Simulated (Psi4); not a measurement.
# C2H7NSi (SMILES C=NC[SiH3]), step by step

Aim: a geometry optimisation (MP2/def2-SVP), then the harmonic vibrations of C2H7NSi. 

The results are computed with Psi4 1.11.

## (1) The system as given

C2H7NSi has 11 atoms, charge 0, and is taken as a singlet. SMILES: `C=NC[SiH3]`. The shape is that of a PBE0-D4/def2-TZVP optimisation. This is one conformer, not always the lowest. The run starts from this shape.

Bond lengths: C1–N2 1.259 Å, N2–C3 1.436 Å, C3–Si4 1.892 Å, C1–H5 1.089 Å, C1–H6 1.099 Å, C3–H7 1.095 Å, C3–H8 1.102 Å, Si4–H9 1.487 Å, Si4–H10 1.484 Å, Si4–H11 1.488 Å. Some angles: C1–N2–C3 118.6°, N2–C3–Si4 109.5°, N2–C1–H5 119.2°, N2–C1–H6 123.3°, N2–C3–H7 109.0°, N2–C3–H8 113.6°, Si4–C3–H7 106.9°, Si4–C3–H8 109.5°, C3–Si4–H9 109.5°, C3–Si4–H10 110.5°.

## (2) A structure relaxation at MP2/def2-SVP (density fitting, density fitting for correlation) (run 1)

The input, c2h7nsi.in:

```
memory 1.6 GB

molecule molecule1 {
  0 1
  C     -0.639400     1.869300     0.363900
  N     -0.998600     0.713100     0.018000
  C     -0.299000    -0.417000     0.562600
  Si     0.706300    -1.257400    -0.802700
  H     -1.145900     2.733500    -0.063200
  H      0.166900     2.059000     1.086600
  H     -1.029900    -1.151400     0.917900
  H      0.365200    -0.161700     1.404500
  H      1.729600    -0.311300    -1.319900
  H     -0.179800    -1.683000    -1.914500
  H      1.389900    -2.450100    -0.232400
  units angstrom
}

set {
  geom_maxiter    60
  num_frozen_docc 8
}

result = opt('mp2/def2-SVP')
```

Run with:

```
psi4 -i c2h7nsi.in -o c2h7nsi.out -n 1
```

c2h7nsi.out:

```text
[...]
  Running in c1 symmetry.
[...]
  Nuclear repulsion =  156.461324267341780
[...]
  Multiplicity = 1
[...]
  Nalpha       = 20
  Nbeta        = 20
[...]
    Number of basis functions: 95
[...]
   @DF-RHF iter   1:  -422.88169966621467   -7.09585e-01   3.42894e-03 ADIIS/DIIS
[...]
   @DF-RHF iter  12:  -422.96278104333845   -5.68434e-13   3.59259e-11 DIIS
[...]
    Orbital Energies [Eh]
    ---------------------
    Doubly Occupied:
       1A    -68.750276     2A    -15.572184     3A    -11.284287
       4A    -11.252290     5A     -6.122837     6A     -4.232957
       7A     -4.232816     8A     -4.232690     9A     -1.218053
      10A     -0.949614    11A     -0.790814    12A     -0.707915
      13A     -0.651968    14A     -0.639373    15A     -0.563335
      16A     -0.502874    17A     -0.478584    18A     -0.473352
      19A     -0.414841    20A     -0.392744
[...]
  @DF-RHF Final Energy:  -422.96278104333845
   => Energetics <=
    Nuclear Repulsion Energy =            155.5634185546150263
    One-Electron Energy =                -890.1247924859347904
    Two-Electron Energy =                 311.5985928879812832
    Total Energy =                       -422.9627810433384525
[...]
 Multipole Moments:
 ------------------------------------------------------------------------------------
     Multipole            Electronic (a.u.)      Nuclear  (a.u.)        Total (a.u.)
 ------------------------------------------------------------------------------------
 L = 1.  Multiply by 2.5417464519 to convert [e a0] to [Debye]
 Dipole X            :         -1.2080891            1.5705430            0.3624539
 Dipole Y            :          0.3705825           -0.1254345            0.2451480
 Dipole Z            :         -0.4251105            0.9776660            0.5525555
 Magnitude           :                                                    0.7048319
[...]
  -Total Gradient:
     Atom            X                  Y                   Z
    ------   -----------------  -----------------  -----------------
       1        0.000067230072     0.000236951843     0.000068790038
       2       -0.000004511226     0.000086083237    -0.000060066623
       3        0.000060200440    -0.000195726923     0.000056365544
       4       -0.000013646501    -0.000001392812     0.000014515534
       5       -0.000037874505    -0.000037962551     0.000020558051
       6       -0.000053240781    -0.000056301708    -0.000086162059
       7        0.000022339715    -0.000023301587     0.000012906667
       8       -0.000037121429    -0.000013501018    -0.000041711793
       9       -0.000006971811     0.000000055146    -0.000000575630
      10        0.000009449831     0.000000444178    -0.000003528157
      11       -0.000005853799     0.000004652194     0.000018908422
[...]
```

Standard output:

```text
Optimizer: Optimization complete!
```

Run time: 27 s. Hardware: 1 thread of Intel Xeon Platinum 8259CL at 2.50GHz (Skylake/Cascade Lake), shared host; peak memory 0.3 GiB.

Step by step:

```
step  energy from the first frame kept (eV)  largest force (eV/Å)
   0                                 0.0000                1.1895
   1                                -0.0185                0.1522
   2                                -0.0193                0.0790
   3                                -0.0195                0.0320
   4                                -0.0195                0.0325
   5                                -0.0195                0.0131
```

After the run. Bond lengths: C1–N2 1.277 Å, N2–C3 1.448 Å, C3–Si4 1.901 Å, C1–H5 1.096 Å, C1–H6 1.106 Å, C3–H7 1.102 Å, C3–H8 1.110 Å, Si4–H9 1.482 Å, Si4–H10 1.480 Å, Si4–H11 1.484 Å. Some angles: C1–N2–C3 117.6°, N2–C3–Si4 108.9°, N2–C1–H5 119.3°, N2–C1–H6 123.4°, N2–C3–H7 108.9°, N2–C3–H8 113.5°, Si4–C3–H7 107.6°, Si4–C3–H8 110.1°, C3–Si4–H9 109.1°, C3–Si4–H10 110.3°.

## (3) The harmonic vibrations at MP2/def2-SVP (density fitting, density fitting for correlation) (run 2)

The input, c2h7nsi.xyz:

```xyz
11
C2H7NSi
C     -0.643011     1.885393     0.383662
N     -0.993654     0.721988    -0.007714
C     -0.301531    -0.414351     0.562555
Si     0.707966    -1.270721    -0.802072
H     -1.127633     2.766711    -0.051987
H      0.131789     2.060161     1.153691
H     -1.046444    -1.139155     0.929964
H      0.358075    -0.148780     1.414944
H      1.703729    -0.314880    -1.342731
H     -0.183316    -1.725162    -1.892482
H      1.417963    -2.440767    -0.227307
```

The input, calc.py:

```python
import psi4

psi4.set_memory(1600000000)
psi4.set_num_threads(1)
psi4.core.set_output_file('c2h7nsi.out', False)

with open('c2h7nsi.xyz') as f:
    atoms = ''.join(f.readlines()[2:])
geom = psi4.geometry('0 1\n' + atoms + '')

options = {'t': 900.0, 'num_frozen_docc': 8, 'rotational_symmetry_number': 1}
psi4.set_options(options)

result, w = psi4.frequency('mp2/def2-SVP', return_wfn=True)
print(f'total energy {result:.8f} hartree = {result * 27.211386:.5f} eV')
print('wavenumbers / cm^-1:', w.frequencies().np.round(1))
for k in ('ZPVE', 'ENTHALPY', 'GIBBS FREE ENERGY'):
    print(f'{k}: {psi4.variable(k):.8f} Eh')
```

Run with:

```
python calc.py
```

c2h7nsi.out, cut to the lines that bear on the results:

```text
[...]
  Running in c1 symmetry.
[...]
  Nuclear repulsion =  155.563412858811176
[...]
  Multiplicity = 1
[...]
  Nalpha       = 20
  Nbeta        = 20
[...]
    Number of basis functions: 95
[...]
   @DF-RHF iter   1:  -422.88161647392121   -7.85044e-01   3.38227e-03 ADIIS/DIIS
[...]
   @DF-RHF iter  16:  -422.96277992745689    6.25278e-13   7.65942e-11 DIIS
[...]
  @DF-RHF Final Energy:  -422.96277992745689
   => Energetics <=
    Nuclear Repulsion Energy =            155.5718939967033236
    One-Electron Energy =                -890.1426876224478519
    Two-Electron Energy =                 311.6080136982876070
    Total Energy =                       -422.9627799274568929
[...]
  -Total Gradient:
     Atom            X                  Y                   Z
    ------   -----------------  -----------------  -----------------
       1        0.000065759314     0.000238840800     0.000068199173
       2       -0.000012204764     0.000092385776    -0.000048069070
       3        0.000015140586    -0.000178736296     0.000002263911
       4       -0.000161666460    -0.000299996724    -0.000202922902
       5       -0.000036542263    -0.000037689324     0.000020085199
       6       -0.000053308508    -0.000056308053    -0.000085699635
       7        0.000021779106    -0.000023847878     0.000014635561
       8       -0.000024790605    -0.000022529506    -0.000050199943
       9        0.000010414934    -0.000012215535     0.000018344781
      10        0.000309496895     0.000112714224     0.000422381573
      11       -0.000134078233     0.000187382505    -0.000159018652
[...]
  ==> Harmonic Vibrational Analysis <==
[...]
  Freq [cm^-1]                 102.9845            166.7305            236.7216
[...]
  IR activ [km/mol]             6.9943              0.3724             14.0125
[...]
  Freq [cm^-1]                 453.7494            531.6432            602.9026
[...]
  IR activ [km/mol]             7.3795             22.0237             37.4183
[...]
  Freq [cm^-1]                1237.0714           1276.7557           1465.3667
[...]
  IR activ [km/mol]            10.5881             12.8962             10.0746
[...]
  Freq [cm^-1]                1506.8063           1720.4000           2302.3093
[...]
  IR activ [km/mol]            19.2502             22.4506             171.0569
[...]
  Freq [cm^-1]                2312.5753           2327.9602           3029.1909
[...]
  Freq [cm^-1]                3073.3001           3149.3454           3237.7659
[...]
```

The script printed:

```text
Warning: used thermodynamics relations inappropriate for low-frequency modes: ['102.9845' '166.7305' '236.7216' '453.7494' '531.6432' '602.9026']
total energy -423.50621313 hartree = -11524.19104 eV
wavenumbers / cm^-1: [ 103.   166.7  236.7  453.7  531.6  602.9  665.8  819.6  897.8  960.8
  983.7  986.6 1028.3 1049.1 1193.2 1237.1 1276.8 1465.4 1506.8 1720.4
 2302.3 2312.6 2328.  3029.2 3073.3 3149.3 3237.8]
ZPVE: 0.08501775 Eh
ENTHALPY: -423.38103963 Eh
GIBBS FREE ENERGY: -423.54026351 Eh
```

It took 4.2 min on 1 thread of Intel Xeon Platinum 8259CL at 2.50GHz (Skylake/Cascade Lake), shared host; peak memory 0.29 GiB.

## (4) Results

```
                                                                   quantity              value
                               run 1, MP2/def2-SVP: total energy at the end      -423.50621 Eh
           run 1, MP2/def2-SVP: correlation energy (8 core orbitals frozen)         -543.4 mEh
                            run 2, MP2/def2-SVP: lowest harmonic wavenumber           103 cm⁻¹
                           run 2, MP2/def2-SVP: highest harmonic wavenumber          3238 cm⁻¹
                                     run 2, MP2/def2-SVP: zero-point energy       223.2 kJ/mol
run 2, MP2/def2-SVP: ideal-gas entropy at 900 K (symmetry number 1 as used)  111.0 cal/(mol K)
```

**Reading.** The optimisation (run 1, MP2/def2-SVP) took 6 steps and changed the energy by -0.020 eV. All 27 modes (run 2, MP2/def2-SVP) are real, so the shape is a minimum at this level.
